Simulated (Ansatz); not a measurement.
# Re (Re (0001), 1 layers): a single-point run

Aim: a sound single-point run of Re (Re (0001), 1 layers).

Method: DFT, PBEsol, all-electron LAPW, scalar-relativistic (as first typed), in Ansatz 0.2.0.

## 1. The system as given

The structure is hexagonal, space group P6/mmm (No. 191). Conventional cell: a = 2.752 Å, b = 2.752 Å, c = 16.000 Å, α = 90.00°, β = 90.00°, γ = 120.00°. Around Re (site symmetry 6/mmm) lie 6 Re at 2.75 Å.

Structure file:

```cif
data_structure
_symmetry_space_group_name_H-M 'P 1'
_symmetry_Int_Tables_number 1
_cell_length_a 2.7518
_cell_length_b 2.7518
_cell_length_c 16.0000
_cell_angle_alpha 90.000
_cell_angle_beta 90.000
_cell_angle_gamma 120.000
_cell_volume 104.93
loop_
_atom_site_label
_atom_site_type_symbol
_atom_site_fract_x
_atom_site_fract_y
_atom_site_fract_z
_atom_site_occupancy
Re1 Re 0.00000 0.00000 0.50000 1
```

## 2. Input and run

Input file input.yaml:

```yaml
crystal:
  lattice:
    - [2.7518478131, 0.0, 0.0]
    - [-1.3759239065, 2.3831701135, 0.0]
    - [0.0, 0.0, 16.0]
  atoms:
    - { symbol: Re, position: [0.0, 0.0, 0.5] }
kpoints:
  mp_grid: { grid: [17, 17, 1] }
scf:
  occupations: { method: fermi_dirac, width: 0.1 }
  mixing: { algorithm: anderson, beta: 0.001, ndim: 1 }
  max_iter: 100
hamiltonian:
  xc: pbesol
  pseudopotentials: { kind: all_electron, lapw: { basis_error: 0.001 } }
output:
  forces: true
  stress: true
  eigenvalues: true
  populations: true
efield:
  axis: 3
  amplitude: 0
  dipole_correction: true
```

The run is started by

```
> ansatz run input.yaml --threads 2 --pin off --max-ram 4096MiB --backend cpu --events-out ev --progress --plain --runs-dir out
```

**Question.** How will this run end, and is anything wrong with its input?

The program finished normally. That alone doesn't make the input a sound one.

Look at the input: scf.mixing.algorithm is anderson; scf.mixing.beta is 0.001; scf.mixing.ndim is 1. What could go wrong: mixing too weak. The residual crept for many cycles and then fell at once, which so weak a step can't do by itself: the program changed its mixing. Several mixing settings were changed at once, so this run can't tell how much each is to blame.

The test: delete scf.mixing.algorithm, scf.mixing.beta and scf.mixing.ndim (the default then holds).
